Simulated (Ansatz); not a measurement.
# Ga2N: further runs on a relaxed guess

Method: DFT PBE, scalar-relativistic, plane waves, PAW, in Ansatz 0.2.0.

## (1) The structure to begin with

It takes space group C222 (No. 21, orthorhombic). Conventional cell: a = 3.785 Å, b = 5.084 Å, c = 4.359 Å, α = 90.00°, β = 90.00°, γ = 90.00°. Ga (site symmetry 2) has 2 N at 2.01 Å as nearest neighbours. Around N (site symmetry 222) lie 4 Ga at 2.01 Å.

Coordinates:

```cif
data_structure
_symmetry_space_group_name_H-M 'C222'
_symmetry_Int_Tables_number 21
_cell_length_a 3.7847
_cell_length_b 5.0844
_cell_length_c 4.3587
_cell_angle_alpha 90.000
_cell_angle_beta 90.000
_cell_angle_gamma 90.000
_cell_volume 83.88
loop_
_atom_site_label
_atom_site_type_symbol
_atom_site_symmetry_multiplicity
_atom_site_Wyckoff_symbol
_atom_site_fract_x
_atom_site_fract_y
_atom_site_fract_z
_atom_site_occupancy
Ga1 Ga 4 k 0.25000 0.25000 0.21689 1
N1 N 2 d 0.00000 0.00000 0.50000 1
```

It is the end of an earlier relaxation with the same method, starting from a generated guess, and another structure or a mixture of phases may lie lower. At a tolerance of 0.05 Å it has space group C222 (No. 21); it has 13.98 Å³/atom, an uncorrected energy of +0.03 eV/atom over the elements.

## (2) Electronic structure at the relaxed geometry

input.yaml

```yaml
crystal:
  lattice:
    - [1.8923647364, -2.54221054, 0.0]
    - [1.8923647364, 2.54221054, 0.0]
    - [0.0, 0.0, 4.3587105648]
  atoms:
    - { symbol: Ga, position: [0.0, 0.5, 0.2168940739] }
    - { symbol: Ga, position: [0.5, 0.0, 0.7831059261] }
    - { symbol: "N", position: [0.0, 0.0, 0.5] }
basis:
  ecutwfc: 420
kpoints:
  mp_grid: { grid: [16, 16, 10] }
  band_path:
    path:
      - [[0.0, 0.0, 0.0], [-0.5, 0.5, 0.0], [-0.38852453, 0.61147547, 0.0]]
      - [[0.38852453, 0.38852453, 0.0], [0.0, 0.0, 0.0], [0.0, 0.0, 0.5], [0.38852453, 0.38852453, 0.5]]
      - [[-0.38852453, 0.61147547, 0.5], [-0.5, 0.5, 0.5], [-0.5, 0.5, 0.0]]
      - [[0.0, 0.0, 0.0], [0.0, 0.5, 0.0], [0.0, 0.5, 0.5], [0.0, 0.0, 0.5], [-0.5, 0.5, 0.5]]
    npoints: 14
hamiltonian:
  xc: pbe
scf:
  occupations: { method: gaussian, width: 0.1 }
  n_extra_bands: 7
output:
  forces: true
  stress: true
  eigenvalues: true
  populations: true
  dos: { projected: true, de: 0.02, nscf_kmesh: { grid: [20, 20, 12] } }
  bader: true
  write_density: true
  write_potential: true
  elf: true
  volumetric_format: npy
```

The run is started by

```bash
$ ansatz run input.yaml --threads 1 --pin off --max-ram 2560MiB --backend cpu --events-out ev --progress --plain --runs-dir out
```

Q: Estimate wall time and peak memory on 1 thread of Arm Neoverse V1, shared host.

About 2.3 min, with a peak of 0.71 GiB.
